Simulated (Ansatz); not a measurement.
Consider a test of the smearing width of LuBRh3, space group Pm-3m (Ansatz 0.2.0, Python API).

Script `run_smear.py`:
```python
'''How the energy of LuBRh3 depends on the smearing.'''

import ansatz as az
import matplotlib.pyplot as plt


def main() -> None:
    structure = (
        az.Lattice.cubic(4.12)
        .space_group(221)
        .atom('Lu', [0.0, 0.0, 0.0])
        .atom('B', [0.5, 0.5, 0.5])
        .atom('Rh', [0.0, 0.5, 0.5])
    )

    job = (
        structure.calculation()
        .pseudopotentials('paw', azcp={'folder': 'soft_1'})
        .functional(az.Functional.PBESOL)
        .basis(420)
        .kpoints(6, center='gamma')
    )

    rows = []
    for value in [0.5, 0.3, 0.2, 0.1]:
        rep = job.occupations('gaussian', width=value).run(threads=1).report
        rows.append((value, rep['free_energy_ev'] / len(rep['lattice']['sites']), rep['n_iterations'], rep['n_kpoints']))

    print('  width (eV)   F/atom (eV)    iterations      k-points')
    for row in rows:
        print(f'{str(row[0]):>12s}  {row[1]:12.5f}  {row[2]:12d}  {row[3]:12d}')

    # the last row is the reference
    for row in rows[:-1]:
        shift = 1000 * (row[1] - rows[-1][1])
        print(f'{row[0]}: {shift:+.2f} meV/atom' + ('  (within 2 meV)' if abs(shift) < 2 else ''))
    plt.figure(figsize=(4.5, 3))
    plt.plot([str(row[0]) for row in rows], [1000 * (row[1] - rows[-1][1]) for row in rows], 'o-')
    plt.xlabel('width (eV)')
    plt.ylabel('F - F(last) (meV/atom)')
    plt.tight_layout()
    plt.savefig('smear.png', dpi=100)


if __name__ == '__main__':
    main()
```

How much does the free energy per atom change between the narrowest and the widest smearing, and why?

Going from 0.1 to 0.5 eV changes F by -34.3 meV an atom. The report's estimate for zero width moves by -6.4 meV, so the entropy term explains only part of the change.

The output:

Output of `python run_smear.py`:
```text
DeckWarning: soft_1/Lu.paw.azcp: the record states the generating functional pbe (its physics header spells it `PBE`), which answers neither for hamiltonian.xc's functional nor for the pbesol [...]
DeckWarning: soft_1/B.paw.azcp: the record states the generating functional pbe (its physics header spells it `PBE`), which answers neither for hamiltonian.xc's functional nor for the pbesol family's [...]
DeckWarning: soft_1/Rh.paw.azcp: the record states the generating functional pbe (its physics header spells it `PBE`), which answers neither for hamiltonian.xc's functional nor for the pbesol [...]
  width (eV)   F/atom (eV)    iterations      k-points
         0.5   -6757.06121            11            20
         0.3   -6757.04035            12            20
         0.2   -6757.03248            11            20
         0.1   -6757.02688            11            20
0.5: -34.33 meV/atom
0.3: -13.47 meV/atom
0.2: -5.60 meV/atom
```
(Warnings from the package without file and line, shortened.)

For a metal this k-point mesh is coarse: on a finer one energies can move by several to tens of meV an atom and pressures by half a GPa or more, differences at one mesh by less. The free energy holds a sizeable smearing term, which stands for no physical temperature. The PAW files read here were made with PBE, not with each functional that runs on them. The narrowest width needs the finest mesh, so the last row is no converged reference. The starting cell is as deposited in a crystallographic database; the results hold for this polymorph, which needn't be the stable one. It ran for 27 s on 1 thread of Intel(R) Xeon(R) Processor @ 2.30GHz, with other jobs on the host, peak memory 0.6 GiB.
